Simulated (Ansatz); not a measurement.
# Hf2Cl5: the cost of one run

Method: DFT PBE, scalar-relativistic, plane waves, PAW, unless a step names another level, in Ansatz 0.2.0.

2 further runs of the same task are left out: 2 that didn't finish. Runs told in other sessions of the task aren't counted.

## 1. The system as given

Symmetry: C2/m, No. 12, monoclinic system. Conventional cell: a = 7.430 Å, b = 13.624 Å, c = 4.349 Å, α = 90.00°, β = 106.98°, γ = 90.00°. Around Hf (site symmetry m) lie 7 Cl at 2.56 to 2.66 Å. Cl (site symmetry 2/m) has 2 Hf at 2.56 Å in its first shell of neighbours. Around Cl (site symmetry 1) lie 3 Hf at 2.60 to 2.66 Å.

Coordinates:

```
CELL_PARAMETERS angstrom
3.71507 -6.81190 -0.00780
3.71507 6.81190 -0.00780
-1.26160 0.00000 4.16175
ATOMIC_POSITIONS crystal
Hf 0.36005 0.36005 0.18012
Hf 0.63995 0.63995 0.81988
Cl 0.00000 0.00000 0.00000
Cl 0.54347 0.76873 0.32787
Cl 0.23127 0.45653 0.67213
Cl 0.45653 0.23127 0.67213
Cl 0.76873 0.54347 0.32787
```

It came out lowest among 20 distinct ends of the trial cells. At a tolerance of 0.05 Å it has space group C2/m (No. 12).

## 2. Tight relaxation for the response runs, on the response runs' mesh and smearing

input.yaml reads:

```yaml
crystal:
  lattice:
    - [3.7150668835, -6.811900896, -0.0077953012]
    - [3.7150668835, 6.811900896, -0.0077953012]
    - [-1.2616046175, 0.0, 4.161751706]
  atoms:
    - { symbol: Hf, position: [0.360045931, 0.360045931, 0.1801196121] }
    - { symbol: Hf, position: [0.639954069, 0.639954069, 0.8198803879] }
    - { symbol: Cl, position: [0.0, 0.0, 0.0] }
    - { symbol: Cl, position: [0.5434651735, 0.7687297668, 0.3278706224] }
    - { symbol: Cl, position: [0.2312702332, 0.4565348265, 0.6721293776] }
    - { symbol: Cl, position: [0.4565348265, 0.2312702332, 0.6721293776] }
    - { symbol: Cl, position: [0.7687297668, 0.5434651735, 0.3278706224] }
basis:
  ecutwfc: 420
kpoints:
  mp_grid: { grid: [6, 6, 8] }
hamiltonian:
  xc: pbe
scf:
  occupations: { method: gaussian, width: 0.1 }
output:
  forces: true
  stress: true
  eigenvalues: true
relax:
  adjacent_minimum: "off"
  f_tol: 0.001
  max_steps: 60
  cell: { stress_tol: 0.01 }
```

Run with:

```sh
$ ansatz run input.yaml --threads 3 --pin off --max-ram 7680MiB --backend cpu --events-out ev --progress --plain --runs-dir out
```

Q: Estimate wall time and peak memory on 3 threads of Arm Neoverse V2, shared host.

About 2.2 min, with a peak of 1 GiB.
